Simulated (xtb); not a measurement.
**One shape, several levels: CH4AlClSe (SMILES C[Se][AlH][Cl])**

We compute a comparison of 5 runs (GFN2-xTB) of CH4AlClSe. 

The results are computed with xtb 6.7.1.

1 further run of the same task is left out (set aside as unsound or not needed).

## (1) Starting point

CH4AlClSe has 8 atoms, charge 0, and is taken as a singlet. SMILES: `C[Se][AlH][Cl]`. Geometry: a GFN2-xTB relaxation, a rough one for these elements and not checked as a minimum. This is one conformer, not always the lowest.

Bond lengths: C1–Se2 1.985 Å, Se2–Al3 2.316 Å, Al3–Cl4 2.022 Å, C1–H5 1.088 Å, C1–H6 1.086 Å, C1–H7 1.086 Å, Al3–H8 1.528 Å. Angles: C1–Se2–Al3 98.7°, Se2–Al3–Cl4 124.8°, Se2–C1–H5 109.7°, Se2–C1–H6 108.5°, Se2–C1–H7 107.8°, Se2–Al3–H8 115.8°, Cl4–Al3–H8 119.3°, H5–C1–H6 110.4°, H5–C1–H7 110.3°, H6–C1–H7 110.1°.

## (2) A single-point energy at GFN2-xTB (ALPB aniline) (run 1)

Input file mol.xyz:

```xyz
8
CH4AlClSe
C     -1.21178     0.78455     0.28539
Se     0.71903     1.15881     0.55062
Al     1.57824    -0.82442    -0.28081
Cl     0.47534    -2.30782    -1.09970
H     -1.33131    -0.10598    -0.32788
H     -1.67108     0.63834     1.25806
H     -1.65223     1.64485    -0.20947
H      3.09380    -0.98834    -0.17621
```

The run is started by

```bash
$ xtb mol.xyz --gfn 2 --alpb aniline > xtb.out
```

What it wrote:

```text
* xtb version 6.7.1
[...]
      * Solvation model:               ALPB
        Solvent                        aniline
[...]
        Solvent mass                       9.3130E+01 g/mol
[...]
          :  # basis functions                  38          :
[...]
          :  # electrons                        24          :
[...]
          :  Hamiltonian                  GFN2-xTB          :
[...]
          :  net charge                          0          :
          :  unpaired electrons                  0          :
[...]
   *** convergence criteria satisfied after 16 iterations ***
[...]
         ::                     SUMMARY                     ::
         :::::::::::::::::::::::::::::::::::::::::::::::::::::
         :: total energy             -13.079173004014 Eh    ::
         :: total w/o Gsasa/hb       -13.072092681972 Eh    ::
         :: gradient norm              0.003416153461 Eh/a0 ::
         :: HOMO-LUMO gap              3.635243165560 eV    ::
         ::.................................................::
         :: SCC energy               -13.163249635997 Eh    ::
         :: -> isotropic ES            0.035589417484 Eh    ::
         :: -> anisotropic ES          0.000220515448 Eh    ::
         :: -> anisotropic XC         -0.001095887388 Eh    ::
         :: -> dispersion             -0.005320543542 Eh    ::
         :: -> Gsolv                  -0.009023269951 Eh    ::
         ::    -> Gelec               -0.001942947909 Eh    ::
         ::    -> Gsasa               -0.009475101144 Eh    ::
         ::    -> Ghb                 -0.000577639812 Eh    ::
         ::    -> Gshift               0.002972418914 Eh    ::
[...]
        12        2.0000           -0.3806173             -10.3571 (HOMO)
        13                         -0.2470246              -6.7219 (LUMO)
[...]
     #   Z          covCN         q      C6AA      α(0)
     1   6 C        3.737    -0.074    22.008     6.694
     2  34 Se       1.803    -0.275   245.086    27.280
     3  13 Al       2.495     0.400    95.078    20.056
     4  17 Cl       0.769    -0.174   104.449    15.633
     5   1 H        0.925     0.089     1.889     2.150
     6   1 H        0.925     0.087     1.904     2.158
     7   1 H        0.925     0.091     1.866     2.136
     8   1 H        0.885    -0.144     7.403     4.259
[...]
          | TOTAL ENERGY              -13.079173004014 Eh   |
          | GRADIENT NORM               0.003416153461 Eh/α |
          | HOMO-LUMO GAP               3.635243165560 eV   |
           -------------------------------------------------
[...]
```

Standard error:

```text
normal termination of xtb
```

It took 0.05 s on 1 thread of Intel Xeon Platinum 8259CL at 2.50GHz (Skylake/Cascade Lake), shared host.

## (3) The energy at GFN2-xTB (ALPB dmf) (run 2)

Input file geom.xyz:

```xyz
8

C     -1.21178000     0.78455000     0.28539000
Se     0.71903000     1.15881000     0.55062000
Al     1.57824000    -0.82442000    -0.28081000
Cl     0.47534000    -2.30782000    -1.09970000
H     -1.33131000    -0.10598000    -0.32788000
H     -1.67108000     0.63834000     1.25806000
H     -1.65223000     1.64485000    -0.20947000
H      3.09380000    -0.98834000    -0.17621000
```

The run is started by

```bash
$ xtb geom.xyz --alpb dmf --gfn 2 > run.log
```

What it wrote:

```text
* xtb version 6.7.1
[...]
      * Solvation model:               ALPB
        Solvent                        dmf
[...]
        Solvent mass                       7.3100E+01 g/mol
[...]
          :  # basis functions                  38          :
[...]
          :  # electrons                        24          :
[...]
          :  Hamiltonian                  GFN2-xTB          :
[...]
          :  net charge                          0          :
          :  unpaired electrons                  0          :
[...]
   *** convergence criteria satisfied after 16 iterations ***
[...]
         ::                     SUMMARY                     ::
         :::::::::::::::::::::::::::::::::::::::::::::::::::::
         :: total energy             -13.080435506387 Eh    ::
         :: total w/o Gsasa/hb       -13.071257722437 Eh    ::
         :: gradient norm              0.004917655536 Eh/a0 ::
         :: HOMO-LUMO gap              3.603779989628 eV    ::
         ::.................................................::
         :: SCC energy               -13.164512138370 Eh    ::
         :: -> isotropic ES            0.035489947902 Eh    ::
         :: -> anisotropic ES          0.000142670086 Eh    ::
         :: -> anisotropic XC         -0.001061431468 Eh    ::
         :: -> dispersion             -0.005360132900 Eh    ::
         :: -> Gsolv                  -0.010410367398 Eh    ::
         ::    -> Gelec               -0.001232583448 Eh    ::
         ::    -> Gsasa               -0.013809497293 Eh    ::
         ::    -> Ghb                 -0.001376883108 Eh    ::
         ::    -> Gshift               0.006008596451 Eh    ::
[...]
        12        2.0000           -0.3843343             -10.4583 (HOMO)
        13                         -0.2518978              -6.8545 (LUMO)
[...]
     #   Z          covCN         q      C6AA      α(0)
     1   6 C        3.737    -0.083    22.161     6.718
     2  34 Se       1.803    -0.260   244.559    27.251
     3  13 Al       2.495     0.397    95.153    20.063
     4  17 Cl       0.769    -0.168   104.236    15.618
     5   1 H        0.925     0.088     1.900     2.156
     6   1 H        0.925     0.090     1.883     2.146
     7   1 H        0.925     0.094     1.842     2.122
     8   1 H        0.885    -0.158     8.114     4.459
[...]
          | TOTAL ENERGY              -13.080435506387 Eh   |
          | GRADIENT NORM               0.004917655536 Eh/α |
          | HOMO-LUMO GAP               3.603779989628 eV   |
           -------------------------------------------------
[...]
```

Standard error:

```text
normal termination of xtb
```

It took 0.046 s on 1 thread of Intel Xeon Platinum 8259CL at 2.50GHz (Skylake/Cascade Lake), shared host.

Runs 3 to 4 aren't shown in full; the table further down has their settings and results.

## (4) The energy at GFN2-xTB (ALPB nitromethane) (run 5)

Input file input.xyz:

```xyz
8

C     -1.211780     0.784550     0.285390
Se     0.719030     1.158810     0.550620
Al     1.578240    -0.824420    -0.280810
Cl     0.475340    -2.307820    -1.099700
H     -1.331310    -0.105980    -0.327880
H     -1.671080     0.638340     1.258060
H     -1.652230     1.644850    -0.209470
H      3.093800    -0.988340    -0.176210
```

The run is started by

```bash
$ xtb input.xyz --alpb nitromethane --gfn 2 --parallel 1 > run.log 2> xtb.err
```

What it wrote:

```text
* xtb version 6.7.1
[...]
      * Solvation model:               ALPB
        Solvent                        nitromethane
[...]
        Solvent mass                       6.1040E+01 g/mol
[...]
          :  # basis functions                  38          :
[...]
          :  # electrons                        24          :
[...]
          :  Hamiltonian                  GFN2-xTB          :
[...]
          :  net charge                          0          :
          :  unpaired electrons                  0          :
[...]
   *** convergence criteria satisfied after 16 iterations ***
[...]
         ::                     SUMMARY                     ::
         :::::::::::::::::::::::::::::::::::::::::::::::::::::
         :: total energy             -13.076600572315 Eh    ::
         :: total w/o Gsasa/hb       -13.071692590688 Eh    ::
         :: gradient norm              0.002666765427 Eh/a0 ::
         :: HOMO-LUMO gap              3.636280098721 eV    ::
         ::.................................................::
         :: SCC energy               -13.160677204299 Eh    ::
         :: -> isotropic ES            0.034684805089 Eh    ::
         :: -> anisotropic ES          0.000464134881 Eh    ::
         :: -> anisotropic XC         -0.001086943127 Eh    ::
         :: -> dispersion             -0.005324110439 Eh    ::
         :: -> Gsolv                  -0.006243722137 Eh    ::
         ::    -> Gelec               -0.001335740509 Eh    ::
         ::    -> Gsasa               -0.007130227546 Eh    ::
         ::    -> Ghb                 -0.000194025201 Eh    ::
         ::    -> Gshift               0.002416271120 Eh    ::
[...]
        12        2.0000           -0.3810543             -10.3690 (HOMO)
        13                         -0.2474235              -6.7327 (LUMO)
[...]
     #   Z          covCN         q      C6AA      α(0)
     1   6 C        3.737    -0.070    21.920     6.681
     2  34 Se       1.803    -0.264   244.681    27.258
     3  13 Al       2.495     0.393    95.242    20.073
     4  17 Cl       0.769    -0.172   104.373    15.628
     5   1 H        0.925     0.085     1.924     2.169
     6   1 H        0.925     0.081     1.964     2.191
     7   1 H        0.925     0.085     1.927     2.171
     8   1 H        0.885    -0.139     7.191     4.197
[...]
          | TOTAL ENERGY              -13.076600572315 Eh   |
          | GRADIENT NORM               0.002666765427 Eh/α |
          | HOMO-LUMO GAP               3.636280098721 eV   |
           -------------------------------------------------
[...]
```

Standard error:

```text
normal termination of xtb
```

Run time: 0.051 s. Hardware: 1 thread of Intel Xeon Platinum 8259CL at 2.50GHz (Skylake/Cascade Lake), shared host.

## (5) All runs side by side

| run | level | energy (Eh) | dipole moment (D) | HOMO energy (eV) | LUMO energy (eV) | wall time |
| --- | --- | --- | --- | --- | --- | --- |
| 1 | GFN2-xTB (ALPB aniline) | -13.079173 | 2.32 | -10.36 | -6.72 | 0.05 s |
| 2 | GFN2-xTB (ALPB dmf) | -13.080436 | 2.35 | -10.46 | -6.85 | 0.046 s |
| 3 | GFN2-xTB (ALPB dmso) | -13.080346 | 2.39 | -10.46 | -6.86 | 0.046 s |
| 4 | GFN2-xTB (ALPB methanol) | -13.079504 | 2.43 | -10.46 | -6.84 | 0.047 s |
| 5 | GFN2-xTB (ALPB nitromethane) | -13.076601 | 2.27 | -10.37 | -6.73 | 0.051 s |

## (6) Outcome

```
                             quantity          value
                  run 5: total energy   -13.07660 Eh
                 run 5: dipole moment         2.27 D
                   run 5: HOMO energy      -10.37 eV
                   run 5: LUMO energy       -6.73 eV
                 run 5: HOMO–LUMO gap        3.64 eV
             run 5: dispersion energy  -13.98 kJ/mol
    run 5: solvent term in the energy   -16.4 kJ/mol
run 5: mean polarisability (D4 model)     80.4 bohr³
```

**Reading.** Over the runs the total energy spans 0.104 eV. All runs together took 0.24 s, the longest 0.051 s.
